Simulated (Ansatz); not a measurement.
# UHSE06/def2-SVP (core potential) run of InNH2Cl (SMILES [NH2][In][Cl])

Aim: the vertical ionisation energy of InNH2Cl at UHSE06/def2-SVP (core potential), from 2 runs. 

The calculation is run with Ansatz 0.2.0.

58 further runs of the same task are left out: 58 set aside as unsound or not needed.

### Step 1. Starting point

The species is InNH2Cl (5 atoms), meant as a doublet with charge 0. As SMILES, `[NH2][In][Cl]`. The coordinates come from a PBE0-D4/def2-TZVP relaxation. This is one conformer, not always the lowest.

Bond lengths: N1–In2 2.072 Å, In2–Cl3 2.369 Å, N1–H4 1.015 Å, N1–H5 1.017 Å. Angles: N1–In2–Cl3 113.1°, In2–N1–H4 113.0°, In2–N1–H5 110.3°, H4–N1–H5 107.4°.

### Step 2. A single-point energy at UHSE06/def2-SVP (core potential)

File run.yaml:

```yaml
crystal:
  periodic: [false, false, false]
  atoms:
    - {symbol: "N", position_ang: [-0.142600, 0.808600, -0.493900]}
    - {symbol: In, position_ang: [-0.411600, -1.217800, -0.153300]}
    - {symbol: Cl, position_ang: [1.391500, -2.211500, 1.018700]}
    - {symbol: H, position_ang: [-0.999700, 1.283800, -0.756700]}
    - {symbol: H, position_ang: [0.212300, 1.263200, 0.343800]}
basis:
  gaussian:
    orbitals: def2-SVP
magnetization:
  spin_polarized: true
  initial_magnetization: 1
hamiltonian:
  xc: {name: HSE06}
accuracy: high
output:
  orbitals: {seedname: orbitals}
```

On the command line:

```sh
$ ansatz run run.yaml --threads 1 --pin off --max-ram 2610MiB --events-out events.jsonl --progress --plain --runs-dir runs
```

Standard output:

```text
Warning: RAYON_NUM_THREADS=1 ignored (pool sized by the plan → 1); use --threads N
Functional definition: HSE06
  name "HSE06"
  parameter a = 0.25
  parameter omega = 0.11/bohr
  exchange = pbe_x - a*pbe_x_sr(omega) + a*exact_x_sr(omega)
  correlation = pbe_c
1544 factors; integrals over basis functions are off by at most 3.3e-9 eV
92 factors; integrals over basis functions are off by at most 1.6e-9 eV
mean field evaluation 1: about -19200.7751 eV, gradient 4.1e1 eV
mean field evaluation 2: about -19151.7433 eV, gradient 8.6e1 eV
mean field evaluation 4: about -19208.1356 eV, gradient 8.2e0 eV
mean field evaluation 8: about -19208.6168 eV, gradient 9.0e-1 eV
mean field evaluation 16: about -19208.6231 eV, gradient 9.6e-4 eV
mean field -19208.62310826 eV, -705.9038791562 hartree, gradient 4.6e-8 eV, S^2 0.756757; 0 other end points of the search recorded, 0 dependent functions left out
reference -19208.62311195 eV, -705.9038792916 hartree; 24, 23 occupied and 44, 45 virtual orbitals, 1544 factors
Total energy: -19208.62311195 eV, -705.9038792916 hartree
```

Run time: 13 s. Hardware: 1 thread of Arm Neoverse V1, shared host; peak memory 0.3 GiB.

### Step 3. The singlet cation, same level

File in.yaml:

```yaml
basis:
  gaussian:
    orbitals: def2-SVP
crystal:
  periodic: [false, false, false]
  atoms:
    - {symbol: "N", position_ang: [-0.142600, 0.808600, -0.493900]}
    - {symbol: In, position_ang: [-0.411600, -1.217800, -0.153300]}
    - {symbol: Cl, position_ang: [1.391500, -2.211500, 1.018700]}
    - {symbol: H, position_ang: [-0.999700, 1.283800, -0.756700]}
    - {symbol: H, position_ang: [0.212300, 1.263200, 0.343800]}
total_charge: 1
hamiltonian:
  xc: {name: HSE06}
accuracy: high
output: {orbitals: {seedname: orbitals}}
```

On the command line:

```sh
$ ansatz run in.yaml --threads 1 --pin off --max-ram 2610MiB --events-out events.jsonl --progress --plain --runs-dir runs
```

Standard output, shortened:

```text
Warning: RAYON_NUM_THREADS=1 ignored (pool sized by the plan → 1); use --threads N
[... 6 set-up lines as earlier in the session ...]
1543 factors; integrals over basis functions are off by at most 3.3e-9 eV
92 factors; integrals over basis functions are off by at most 1.6e-9 eV
mean field evaluation 1: about -19182.5681 eV, gradient 8.4e1 eV
mean field evaluation 2: about -19096.1885 eV, gradient 1.5e2 eV
mean field evaluation 4: about -19196.0887 eV, gradient 3.6e1 eV
mean field evaluation 8: about -19200.1189 eV, gradient 1.5e-1 eV
mean field evaluation 16: about -19200.2028 eV, gradient 5.8e-5 eV
mean field -19200.20277803 eV, -705.5944377279 hartree, gradient 2.0e-8 eV, S^2 0.000000; 0 other end points of the search recorded, 0 dependent functions left out
reference -19200.20278175 eV, -705.5944378644 hartree; 23, 23 occupied and 45, 45 virtual orbitals, 1543 factors
Total energy: -19200.20278175 eV, -705.5944378644 hartree
```

Run time: 6.3 s. Hardware: 1 thread of Arm Neoverse V1, shared host; peak memory 0.2 GiB.

### Step 4. Summary of results

Level: UHSE06/def2-SVP (core potential).

| quantity | value |
| --- | --- |
| doublet InNH2Cl: total energy | -705.90388 Eh |
| doublet InNH2Cl: HOMO energy (highest over α and β) | -5.90 eV |
| doublet InNH2Cl: LUMO energy (lowest over α and β) | -3.88 eV |
| doublet InNH2Cl: ⟨S²⟩ | 0.757 |
| singlet cation: total energy | -705.59444 Eh |
| singlet cation: HOMO energy | -13.35 eV |
| singlet cation: LUMO energy | -10.91 eV |
| singlet cation: HOMO–LUMO gap | 2.44 eV |
| vertical ionisation energy (to the singlet cation) | 8.420 eV |

In words: Removing an electron at fixed nuclei costs 8.42 eV (194 kcal/mol). Only the singlet of the ionised species was computed; a triplet could lie lower.
